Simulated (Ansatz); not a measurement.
**PtSeO (1T monolayer (Janus) type, one sheet): maximally localised Wannier functions**

Where do the localised orbitals of PtSeO (1T monolayer (Janus) type, one sheet) sit, how far are they spread, and how do the settings change that? Plan: PBE, anion s p, 6×6×1; PBE, anion s p, 12×12×1; PBE, anion p, 6×6×1; PBE, metal d and anion p, 6×6×1; PBE, metal d and anion p, disentangled, 6×6×1; PBE, metal d, 6×6×1; r2SCAN, anion s p, 6×6×1; r2SCAN, metal d and anion p, disentangled, 6×6×1 (level, trial orbitals, Wannier mesh).

Computed with Ansatz 0.2.0 (plane waves, PAW, unless a step's input says otherwise).

2 further runs of the same task are left out: 2 that didn't finish.

## Step 1: The starting structure

It takes space group P3m1 (No. 156, trigonal). The conventional cell has a = 3.438 Å, b = 3.438 Å, c = 29.296 Å, α = 90.00°, β = 90.00°, γ = 120.00°. Pt (site symmetry 3m) has 3 O at 2.20 Å and 3 Se at 2.38 Å as nearest neighbours. O (site symmetry 3m) is surrounded by 3 Pt at 2.20 Å. Se (site symmetry 3m) has 3 Pt at 2.38 Å as nearest neighbours.

Structure file:

```cif
data_structure
_symmetry_space_group_name_H-M 'P 1'
_symmetry_Int_Tables_number 1
_cell_length_a 3.4379
_cell_length_b 3.4379
_cell_length_c 29.2964
_cell_angle_alpha 90.000
_cell_angle_beta 90.000
_cell_angle_gamma 120.000
_cell_volume 299.87
loop_
_atom_site_label
_atom_site_type_symbol
_atom_site_fract_x
_atom_site_fract_y
_atom_site_fract_z
_atom_site_occupancy
Pt1 Pt 0.00000 0.00000 0.31146 1
O1 O 0.33333 0.66667 0.34347 1
Se1 Se 0.66667 0.33333 0.26669 1
```

The cell was relaxed beforehand with r2SCAN; those runs aren't shown. The cell holds one sheet and vacuum, and is periodic in the plane alone; ε, where given, is a mean over the whole height of the cell, so ε₂ and ε₁ − 1 scale inversely with that height and aren't the sheet's own values. No run includes spin-orbit coupling, which matters for Pt.

## Step 2: PBE, anion s p, 6×6×1

input.yaml

```yaml
crystal:
  lattice:
    - [3.4379100751, 0.0, 0.0]
    - [-1.7189550376, 2.977317461, 0.0]
    - [0.0, 0.0, 29.296376212]
  atoms:
    - { symbol: Pt, position: [0.0, 0.0, 0.3114578267] }
    - { symbol: O, position: [0.3333333333, 0.6666666667, 0.3434677413] }
    - { symbol: Se, position: [0.6666666667, 0.3333333333, 0.2666901228] }
  periodic: [true, true, false]
kpoints:
  mp_grid: { grid: [6, 6, 1] }
  band_path:
    path:
      - [0, 0, 0]
      - [0.5, 0, 0]
      - [0.3333333333333, 0.3333333333333, 0]
      - [0, 0, 0]
    npoints: 10
hamiltonian:
  xc: pbe
scf:
  occupations: { method: fixed }
  n_extra_bands: 6
output:
  forces: false
  stress: false
  eigenvalues: true
  wannier:
    kmesh: [6, 6, 1]
    projections: [{ species: O, l: s, shell: 2 }, { species: O, l: p, shell: 2 }]
    minimise: true
    write_hr: true
    conv_tol: 1.0e-08
    max_iter: 3000
  write_density: true
  write_potential: true
  elf: true
  volumetric_format: npy
```

After this run come: PBE, anion s p, 12×12×1; PBE, anion p, 6×6×1; PBE, metal d and anion p, 6×6×1; PBE, metal d and anion p, disentangled, 6×6×1; PBE, metal d, 6×6×1; r2SCAN, anion s p, 6×6×1; r2SCAN, metal d and anion p, disentangled, 6×6×1.

Before running them: what should the planned runs give, taken together? Wanted: total spread, PBE, anion s p, 6×6×1; total spread, PBE, anion s p, 12×12×1; total spread, PBE, anion p, 6×6×1; total spread, PBE, metal d and anion p, 6×6×1; total spread, PBE, metal d and anion p, disentangled, 6×6×1; total spread, PBE, metal d, 6×6×1; total spread, r2SCAN, anion s p, 6×6×1; total spread, r2SCAN, metal d and anion p, disentangled, 6×6×1; centres of the first set.

As calculated:

```
                                                      quantity                                 value
                           total spread, PBE, anion s p, 6×6×1             11.16 Å² over 4 functions
                         total spread, PBE, anion s p, 12×12×1             17.71 Å² over 4 functions
                             total spread, PBE, anion p, 6×6×1             11.11 Å² over 3 functions
                 total spread, PBE, metal d and anion p, 6×6×1             10.46 Å² over 8 functions
   total spread, PBE, metal d and anion p, disentangled, 6×6×1             28.61 Å² over 8 functions
                             total spread, PBE, metal d, 6×6×1             13.26 Å² over 5 functions
                        total spread, r2SCAN, anion s p, 6×6×1             11.01 Å² over 4 functions
total spread, r2SCAN, metal d and anion p, disentangled, 6×6×1             28.03 Å² over 8 functions
                                      centres of the first set  0.20 to 0.68 Å from the nearest atom
```

What this shows: With PBE, anion s p, 6×6×1 the 4 functions move off the atoms, with a mean spread of 2.79 Å²; 97 % of the total is gauge invariant. The total spread goes from 11.16 Å² on 6×6×1 to 17.71 Å² on 12×12×1: finite differences in k understate it on coarse meshes, while the largest miss of a band stays at 0.55 eV. On one set and mesh the functional gives 11.16 (PBE), 11.01 (r2SCAN) Å². The disentangled models miss some band by up to 0.2 eV, which may lie outside their frozen windows.
